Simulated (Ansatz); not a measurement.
# BGeH₈NSi, SMILES N[B]([SiH3])[GeH3]: vertical energies of changing the electron count

Computed with the Python package of Ansatz (0.2.0).

Contents of `bgeh8nsi.xyz`:
```text
12

N    -0.80580    1.63170   -0.06010
B    -0.13280    0.34020    0.04580
Si    0.05540   -0.48750    1.77180
Ge    0.70430   -0.55620   -1.59420
H    -0.88130    1.93080   -1.10040
H    -1.84200    1.53050    0.22600
H     1.54820   -0.64030    2.07920
H    -0.51620   -1.79410    1.76830
H    -0.53240    0.37220    2.85700
H     1.67320    0.36800   -2.23590
H    -0.52720   -0.86490   -2.56780
H     1.33350   -1.88550   -1.15570
```

At the Python prompt:
```pycon
>>> import ansatz as az
>>> def energy_of(molecule, charge=0, unpaired=0):
...     calc = (
...         molecule.calculation()
...         .basis(gaussian='6-31G*')
...         .functional('cam_b3lyp')
...     )
...     if charge:
...         calc = calc.charge(charge)
...     if unpaired:
...         calc = calc.spin('collinear', total=unpaired)
...     return calc.run(threads=1, pin='off').report['free_energy_ev']
...
>>> mol = az.Crystal.molecule_from_extxyz('bgeh8nsi.xyz')
>>> # delta-SCF style differences, no relaxation
>>> parent = energy_of(mol, 0, 0)
>>> cation = energy_of(mol, 1, 1)
>>> print(f'E(N)   = {parent:.5f} eV')
E(N)   = -66685.70262 eV
>>> print(f'E(N-1) = {cation:.5f} eV  (1 unpaired)')
E(N-1) = -66676.74365 eV  (1 unpaired)
>>> print(f'vertical ionisation energy {cation - parent:.3f} eV')
vertical ionisation energy 8.959 eV
```

At this unrelaxed geometry removing an electron costs 8.96 eV.

What to keep in mind:
- Total energies depend on the basis set; only differences at equal settings carry meaning.
- The geometry is a force-field or estimated start, not a minimum of this method, and the basis set is short of its limit. All parts are taken at fixed geometry, without zero-point energy. At an unrelaxed start these energies can be a whole eV from those at the minimum, and a small affinity can change sign.
- Wall time of the script: 14 s on 1 thread of AMD EPYC 7B13 (Zen 3), with other jobs on the host, peak memory 0.44 GiB.
